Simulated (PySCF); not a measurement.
# H6O6Tm ([Tm(OH)6]3-): the cost of one run

Computed with PySCF 2.14.0 and routines of our own; the level stands in each step. Atoms count from 0.

## Step 1: The starting structure

13 atoms, charge -3, states of the metal's open shell are computed; geometry from: model geometry, bond lengths from ionic radii.

## Step 2: Ligand-field states: state-averaged CASSCF in water

Job settings and geometry (Å):

```
{"job": {"kind": "lf", "basis": {"metal": "x2c-TZVPall", "ligand": "x2c-SVPall"}, "nevpt": true, "solvent": "water"}, "charge": -3, "metal": "Tm", "open_shell": "f12"}
Tm     0.000000     0.000000     0.000000
O      0.000000     0.000000     2.250000
H      0.800000     0.000000     2.790000
O      0.000000     0.000000    -2.250000
H     -0.800000     0.000000    -2.790000
O      2.250000     0.000000     0.000000
H      2.790000     0.800000     0.000000
O     -2.250000     0.000000     0.000000
H     -2.790000    -0.800000     0.000000
O      0.000000     2.250000     0.000000
H      0.000000     2.790000     0.800000
O     -0.000000    -2.250000     0.000000
H     -0.000000    -2.790000    -0.800000
```

Method: state-averaged CASSCF of the metal f shell, SC-NEVPT2 on the averaged canonical orbitals, state-interaction spin-orbit coupling.

Run with:

```sh
$ OMP_NUM_THREADS=1 python lf_run.py task.json out
```

One launch serves the whole session: the jobs run in the order shown.

Q: Estimate the wall time and peak memory of this job on 1 thread of Arm Neoverse V1, shared host.

About 57 s, with a peak of 0.64 GiB.
